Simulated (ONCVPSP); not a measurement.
# Pseudopotential generation for Er: ONCV, PBEsol

Do these settings give a usable potential? It is generated, then checked for transferability, scattering, ghosts and hardness.

Method: ONCVPSP 4.0.1, PBEsol, scalar-relativistic.

**1. Settings**

The settings as typed:

| Quantity | Value |
| --- | --- |
| element | erbium (Er, Z = 68) |
| type | optimised norm-conserving Vanderbilt (ONCV) |
| frozen core | [Kr] 4d10 |
| valence charge | 22 |
| reference configuration | 4f12 5s2 5p6 6s2 |
| partial waves | 5s+6s: rc 2.25 bohr, ncon 5, nbas 10, qcut 5.5 1/bohr, 2 projectors; 5p: rc 2.10 bohr, ncon 3, nbas 6, qcut 6.2 1/bohr, 1 projector; d scattering state at 0.14 Ha: rc 1.75 bohr, ncon 5, nbas 9, qcut 4.8 1/bohr, 2 projectors, debl 2.6 Ha; 4f: rc 1.25 bohr, ncon 4, nbas 8, qcut 16.2 1/bohr, 3 projectors, debl 0.5 Ha |
| local potential | polynomial inside 0.90 bohr (lpopt 5, dvloc0 0 Ha) |
| core correction | Teter function, fcfact 4, rcfact 1.55 |

An earlier all-electron run gives the scale for the radii.

All-electron outer shells of the reference configuration (PBEsol, scalar-relativistic, ld1.x):

| shell | level (eV) | outermost node (bohr) | outermost maximum (bohr) |
| --- | --- | --- | --- |
| 5s | -51.90 | 0.60 | 1.11 |
| 5p | -26.42 | 0.65 | 1.28 |
| 6s | -3.85 | 1.52 | 3.38 |
| 4f | -3.18 | – | 0.51 |
| 6p | -1.11 | 1.87 | 4.68 |
| 5d | -0.93 | 0.73 | 2.10 |

**2. The generation run**

Er.dat

```
# ATOM AND REFERENCE CONFIGURATION
# atsym  z   nc   nv     iexc    psfile
  Er 68.00    9    4  -116133      upf
#
#   n    l    f
    1    0    2.00
    2    0    2.00
    2    1    6.00
    3    0    2.00
    3    1    6.00
    3    2   10.00
    4    0    2.00
    4    1    6.00
    4    2   10.00
    4    3   12.00
    5    0    2.00
    5    1    6.00
    6    0    2.00
#
# PSEUDOPOTENTIAL AND OPTIMIZATION
# lmax
    3
#
#   l,   rc,      ep,       ncon, nbas, qcut
    0    2.25    0.00    5   10    5.50
    1    2.10    0.00    3    6    6.20
    2    1.75    0.14    5    9    4.80
    3    1.25    0.00    4    8   16.20
#
# LOCAL POTENTIAL
# lloc, lpopt,  rc(5),   dvloc0
    4    5    0.90    0.00
#
# VANDERBILT-KLEINMAN-BYLANDER PROJECTORs
# l, nproj, debl
    0    2    0.30
    1    1    3.10
    2    2    2.60
    3    3    0.50
#
# MODEL CORE CHARGE
# icmod, fcfact, rcfact
    3    4.00    1.55
#
# LOG DERIVATIVE ANALYSIS
# epsh1, epsh2, depsh
   -3.00    5.00    0.02
#
# OUTPUT GRID
# rlmax, drl
    6.00    0.01
#
# TEST CONFIGURATIONS
# ncnf
    4
# nvcnf
#   n    l    f
    4
    4    3   12.00
    5    0    2.00
    5    1    6.00
    6    0    1.00
#
    4
    4    3   12.00
    5    0    2.00
    5    1    6.00
    6    0    0.00
#
    4
    4    3   11.00
    5    0    2.00
    5    1    6.00
    6    0    0.00
#
    4
    4    3   12.00
    5    0    1.00
    5    1    6.00
    6    0    2.00
#
```

The run is started by

```console
$ oncvpsp.x < Er.dat > Er.out
```

**Question.** What will these runs give? Wanted: cutoffs for 1 and 0.1 mHa per electron, occupied waves; bound ghosts; GHOST(+) flags; largest phase difference near zero energy, channels read; rms error of d²Exc/dn², without and with the model core; projector energies reset by the program.

As calculated:

```
                                                quantity                                                         value
  cutoffs for 1 and 0.1 mHa per electron, occupied waves                                              93 Ha and 105 Ha
                                            bound ghosts                               s at -177.68 eV, p at -37.27 eV
                                          GHOST(+) flags  none at low energy (1 near or above the test basis's cutoff)
largest phase difference near zero energy, channels read                                                     0.014 rad
 rms error of d²Exc/dn², without and with the model core                                             5.44 and 2.31 mHa
                 projector energies reset by the program                                            d: 0.050, 2.650 Ha
```

What this shows: It has a bound ghost (s, p), a state that the atom doesn't have, and that rules the file out. The potential is very hard: the looser tolerance needs 93 Ha. At the looser tolerance the 4f wave is the slowest; 5s needs 11 Ha. Near zero energy the phases of the channels with partial waves agree within 0.014 rad. The pseudo curves have a pole with no partner nearby in the atom's: p at -1.37 Ha.
